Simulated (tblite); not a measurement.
# GFN2-xTB run of triplet BGeH4OF

Wanted: energy and forces of triplet BGeH4OF. Input form: an ASE script.

Program for the calculation: tblite 0.8.0.

32 further runs of the same task are left out: 32 set aside as unsound or not needed.

### 1 The molecule

BGeH4OF has 8 atoms, charge 0, and is taken as a triplet. SMILES of the parent species: `O[B](F)[GeH3]`. Geometry: a GFN2-xTB relaxation, a rough one for these elements and not checked as a minimum. This is one conformer, not always the lowest. That shape belongs to the parent species and isn't relaxed for this state.

Bond lengths: O1–B2 1.328 Å, B2–F3 1.329 Å, B2–Ge4 2.034 Å, O1–H5 0.956 Å, Ge4–H6 1.494 Å, Ge4–H7 1.500 Å, Ge4–H8 1.490 Å. Angles: O1–B2–F3 114.6°, O1–B2–Ge4 127.6°, F3–B2–Ge4 117.8°, B2–O1–H5 118.9°, B2–Ge4–H6 114.8°, B2–Ge4–H7 114.1°, B2–Ge4–H8 115.9°, H6–Ge4–H7 102.7°, H6–Ge4–H8 103.4°, H7–Ge4–H8 104.4°.

### 2 Energy and gradient at GFN2-xTB

File input.xyz:

```xyz
8

O      1.776830     0.773000    -0.521290
B      1.033350    -0.151210     0.076720
F      1.724110    -1.110510     0.684180
Ge    -0.996780    -0.244310     0.163380
H      1.342150     1.492350    -0.976900
H     -1.596440     0.293910     1.421510
H     -1.692560     0.553270    -0.900060
H     -1.590660    -1.606490     0.052450
```

File script.py:

```python
import json
import numpy as np
from ase.io import read
from tblite.ase import TBLite
from ase.units import kcal, mol as mol_
from ase.units import Debye

molecule = read("input.xyz")
start = molecule.get_positions()

molecule.calc = TBLite(method="GFN2-xTB", multiplicity=3, accuracy=0.1)
print(f"Energy: {molecule.get_potential_energy() / (kcal / mol_):.6f} kcal/mol")
print(f"Dipole: {np.linalg.norm(molecule.get_dipole_moment()) / Debye:.4f} D")
print("Charges:", np.round(molecule.get_charges(), 4))
print("Forces (eV/angstrom):")
for a, F in zip(molecule, molecule.get_forces()):
    print(f"{a.symbol:<2} {F[0]:11.6f} {F[1]:11.6f} {F[2]:11.6f}")
json.dump(dict(energy=molecule.get_potential_energy(), forces=molecule.get_forces().tolist(), dipole=molecule.get_dipole_moment().tolist(), charges=molecule.get_charges().tolist(),
               symbols=molecule.get_chemical_symbols(), start=start.tolist(), final=molecule.positions.tolist()), open("results.json", "w"))
```

The run is started by

```sh
$ python script.py
```

Q: Predict the results. Wanted: total energy; dipole moment; largest force on an atom.

Computed results:

At GFN2-xTB:

| quantity | value |
| --- | --- |
| total energy | -13.88946 Eh |
| dipole moment | 2.98 D |
| largest force on an atom | 2.927 eV/Å |

What this shows: Mulliken charges run from -0.44 on O1 to +0.37 on B2.
